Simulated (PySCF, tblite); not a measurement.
# C5H8F2SSi: geometry, infrared bands and NMR shifts

Wanted: the infrared bands and NMR shifts of C5H8F2SSi (`F[C@@H]1CSC=CC[Si@H]1F`), by calculation.

The runs use tblite 0.8.0 and PySCF 2.14.0, with density-fitted response routines of our own; the level of theory stands in each step. All values are computed, except where a source is named. Atoms count from 0, in the outputs and in this text.

## Step 1: Starting geometry

17 atoms, charge 0, multiplicity 1; geometry from: force field or distance geometry start.

Bonds of the start (Å): F0–C1 1.39, C1–C2 1.48, C2–S3 1.78, S3–C4 1.79, C4–C5 1.33, C5–C6 1.49, C6–Si7 1.87, Si7–F8 1.69, Si7–C1 1.83, C1–H9 1.14, C2–H10 1.14, C2–H11 1.13, C4–H12 1.10, C5–H13 1.09, C6–H14 1.13, C6–H15 1.09, Si7–H16 1.49.

## Step 2: Geometry optimisation with GFN2-xTB

Job settings and geometry (Å):

```
{"job": {"kind": "relax", "xc": "GFN2-xTB", "basis": "xTB"}, "charge": 0, "multiplicity": 1}
F     -2.346500    -1.308200    -1.072100
C     -1.472500    -0.783300    -0.134300
C     -1.870600     0.622500     0.086200
S     -0.822900     1.641500     1.101500
C      0.877100     1.727400     0.562000
C      1.781800     0.787500     0.310600
C      1.586700    -0.680700     0.456700
Si     0.225000    -1.084100    -0.761800
F      0.374400    -2.684600    -1.299400
H     -1.643200    -1.445700     0.778200
H     -2.879300     0.575200     0.612600
H     -2.134200     1.181800    -0.861600
H      1.263100     2.743000     0.381900
H      2.779500     1.082500    -0.025800
H      1.238300    -0.867500     1.510500
H      2.500800    -1.251600     0.290900
H      0.535300    -0.243700    -1.946400
```

Run with:

```bash
> OMP_NUM_THREADS=1 python probes_run.py task.json out
```

The driver reads the jobs from task.json and runs them one after another.

**Question.** This job is followed by: GFN2-xTB harmonic vibrations, gas phase; GIAO PBE0/pcSseg-1 NMR shielding, non-relativistic, gas phase. What will the session give for the following? strongest single infrared mode (GFN2-xTB); zero-point energy (GFN2-xTB); 13C shifts against TMS (PBE0/pcSseg-1); 1H shifts against TMS (PBE0/pcSseg-1); 19F shifts against CFCl3 (PBE0/pcSseg-1); 33S shifts against CS2 (PBE0/pcSseg-1); 29Si shifts against TMS (PBE0/pcSseg-1); surface potential, 1st and 99th percentile.

The runs gave:

| quantity | value |
| --- | --- |
| strongest single infrared mode (GFN2-xTB) | 2356 cm⁻¹, 225 km/mol |
| zero-point energy (GFN2-xTB) | 74.3 kcal/mol |
| 13C shifts against TMS (PBE0/pcSseg-1) | 145.3, 139.2, 94.2, 46.0, 20.9 ppm |
| 1H shifts against TMS (PBE0/pcSseg-1) | 6.77, 6.58, 4.95, 4.90, 3.25, 2.92, 2.43, 1.99 ppm |
| 19F shifts against CFCl3 (PBE0/pcSseg-1) | -208.7, -217.9 ppm |
| 33S shifts against CS2 (PBE0/pcSseg-1) | -61 ppm |
| 29Si shifts against TMS (PBE0/pcSseg-1) | -0.8 ppm |
| surface potential, 1st and 99th percentile | -1.02 V and 1.22 V |

Relaxing lowered the energy by 0.797 eV in 82 steps; the close pair that moved most is C1–Si7, from 1.835 to 1.919 Å. No mode is imaginary among the 45: a minimum at this level. The strongest single mode, at 2356 cm⁻¹, moves mainly H16. GFN2-xTB is a fitted tight-binding method: band positions and strengths are rough. Its intensities can rank the bands wrongly. At PBE0/pcSseg-1: The widest tensor belongs to S3: span 375 ppm, with a paramagnetic part of -492 ppm. At PBE0/pcSseg-1, counted by nearest atom on the grid, the HOMO lies on S3 65 %, the LUMO on C4, C5 about 26 % each; S3 10 %.
